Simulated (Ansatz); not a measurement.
# H2NOPZn: the cost of one run

Method: the settings change from run to run; program: Ansatz 0.2.0, Gaussian basis.

### 1 The geometry

An earlier PBE0-D4 in a triple-zeta def2 set relaxation fixed the geometry.

SMILES `[NH]1P[O][Zn]1`, 6 atoms, charge 0, spin multiplicity 1.

Atoms are counted from 1 here; the program's logs count them from 0.

Bond lengths: N1–P2 1.670 Å, N1–Zn4 1.966 Å, N1–H5 1.013 Å, P2–O3 1.572 Å, P2–H6 1.447 Å, O3–Zn4 1.989 Å. Angles: P2–N1–Zn4 89.1°, P2–N1–H5 120.2°, Zn4–N1–H5 134.0°, N1–P2–O3 98.9°, N1–P2–H6 106.3°, O3–P2–H6 105.6°, P2–O3–Zn4 91.2°, N1–Zn4–O3 77.0°.

Coordinates:

```csv
atom,x (Å),y (Å),z (Å)
N1,-0.77307,0.46779,-0.43613
P2,0.06549,0.06685,0.95129
O3,0.30315,-1.45877,0.65810
Zn4,-0.14205,-1.19998,-1.26346
H5,-0.81887,1.43220,-0.74358
H6,1.36535,0.69192,0.83378
```

### 2 wB97M-V/STO-3G

Options: density fitting with def2-universal-jkfit, high accuracy.

Input file in.yaml:

```yaml
crystal:
  periodic: [false, false, false]
  atoms:
    - {symbol: N, position_ang: [-0.773065, 0.467785, -0.436127]}
    - {symbol: P, position_ang: [0.065491, 0.066853, 0.951292]}
    - {symbol: O, position_ang: [0.303151, -1.458773, 0.658097]}
    - {symbol: Zn, position_ang: [-0.142053, -1.199980, -1.263461]}
    - {symbol: H, position_ang: [-0.818869, 1.432197, -0.743584]}
    - {symbol: H, position_ang: [1.365345, 0.691917, 0.833783]}
basis:
  gaussian: {orbitals: STO-3G, fitting: {mean_field: def2-universal-jkfit}}
hamiltonian: {xc: {name: wB97M-V}}
accuracy: high
```

Launch:

```console
$ ansatz run in.yaml --threads 2 --pin off --events-out ev --progress --plain --max-ram 4352MiB
```

What time and memory should one allow on 2 threads of Arm Neoverse V2, shared host?

About 37 s, with a peak of 0.41 GiB.
